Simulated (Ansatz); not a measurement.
# C5H10O2: the cost of one run

Computed with Ansatz 0.2.0 (the levels named in each step, unless a step's input says otherwise).

## 1. Starting point

Bond lengths (14 of 17 bonds, heavy atoms first): C1–C2 1.519 Å, C2–C3 1.535 Å, C3–O4 1.402 Å, C2–C5 1.539 Å, C5–O6 1.432 Å, C2–C7 1.540 Å, O6–C7 1.427 Å, C1–H8 1.088 Å, C1–H9 1.088 Å, C1–H10 1.087 Å, C3–H11 1.102 Å, C3–H12 1.093 Å, O4–H13 0.964 Å, C5–H14 1.093 Å. Angles (14 of 32 angles, heavy atoms first): C1–C2–C3 110.5°, C1–C2–C5 116.2°, C1–C2–C7 115.5°, C3–C2–C5 114.2°, C3–C2–C7 114.1°, C5–C2–C7 84.2°, C2–C3–O4 114.3°, C2–C5–O6 91.5°, C5–O6–C7 92.5°, C2–C7–O6 91.6°, C2–C1–H8 110.1°, C2–C1–H9 110.2°, C2–C1–H10 110.6°, C2–C3–H11 108.4°.

As a file:

```xyz
17

C    -1.3210   -0.9375   -1.2824
C    -0.3119   -0.2610   -0.3705
C     1.0575   -0.9448   -0.4825
O     1.9700   -0.5758    0.5156
C    -0.7702   -0.0005    1.0757
O    -0.6071    1.4123    0.9117
C    -0.2581    1.2749   -0.4654
H    -0.9733   -0.9077   -2.3132
H    -1.4525   -1.9769   -0.9903
H    -2.2845   -0.4369   -1.2260
H     1.4701   -0.7357   -1.4829
H     0.9371   -2.0263   -0.3780
H     1.9996    0.3860    0.5794
H    -0.1172   -0.3995    1.8557
H    -1.8091   -0.2660    1.2872
H    -1.0107    1.7206   -1.1231
H     0.7173    1.7199   -0.6912
```

## 2. A rough first relaxation, PBE-D4/def2-SVP

This run stands in another session on the same molecule. It ended at:

```xyz
17

C    -1.3128   -0.9720   -1.3217
C    -0.3159   -0.2800   -0.4076
C     1.0795   -0.9197   -0.4800
O     2.0165   -0.3529    0.4114
C    -0.7137   -0.0112    1.0657
O    -0.1506    1.3279    0.9905
C    -0.2050    1.2646   -0.4604
H    -0.9694   -0.9519   -2.3769
H    -1.4434   -2.0359   -1.0349
H    -2.3071   -0.4830   -1.2788
H     1.4432   -0.8378   -1.5359
H     0.9812   -2.0114   -0.2633
H     1.6002    0.4396    0.8176
H    -0.2306   -0.6246    1.8561
H    -1.8158    0.0174    1.2333
H    -1.1173    1.7671   -0.8597
H     0.6970    1.7088   -0.9354
```

## 3. Relaxation, PBE0-D4/def2-TZVP

input.yaml reads:

```yaml
crystal:
  periodic: [false, false, false]
  atoms:
    - { symbol: C, position_ang: [-1.3127761, -0.97196156, -1.321698] }
    - { symbol: C, position_ang: [-0.3159339, -0.28002805, -0.40763194] }
    - { symbol: C, position_ang: [1.07954761, -0.91969745, -0.48002001] }
    - { symbol: O, position_ang: [2.01645739, -0.35285293, 0.41139448] }
    - { symbol: C, position_ang: [-0.71367838, -0.01121045, 1.06565153] }
    - { symbol: O, position_ang: [-0.15063097, 1.32787106, 0.99049628] }
    - { symbol: C, position_ang: [-0.2050148, 1.26456928, -0.46043794] }
    - { symbol: H, position_ang: [-0.96941726, -0.95193193, -2.37687092] }
    - { symbol: H, position_ang: [-1.44337799, -2.03593608, -1.03493721] }
    - { symbol: H, position_ang: [-2.30708342, -0.48295899, -1.27884986] }
    - { symbol: H, position_ang: [1.44317942, -0.83779378, -1.53591892] }
    - { symbol: H, position_ang: [0.98118673, -2.01142368, -0.26333007] }
    - { symbol: H, position_ang: [1.60019566, 0.43956386, 0.81764039] }
    - { symbol: H, position_ang: [-0.23064344, -0.62464718, 1.85605711] }
    - { symbol: H, position_ang: [-1.815807, 0.01744453, 1.23325294] }
    - { symbol: H, position_ang: [-1.11725905, 1.76710335, -0.85971573] }
    - { symbol: H, position_ang: [0.6969955, 1.70880999, -0.93539211] }
basis:
  gaussian: { orbitals: def2-TZVP }
hamiltonian:
  xc: pbe0
  dispersion: d4
relax:
  f_tol: 0.004
  max_steps: 150
```

Command:

```console
$ ansatz run input.yaml --threads 4 --pin off --max-ram 10240MiB --backend cpu --events-out ev --progress --plain --runs-dir out
```

**Question.** How long does this run take on 4 threads of AMD EPYC 9R45 (Zen 5), shared host, and how much memory does it need?

About 35 s, with a peak of 0.99 GiB.
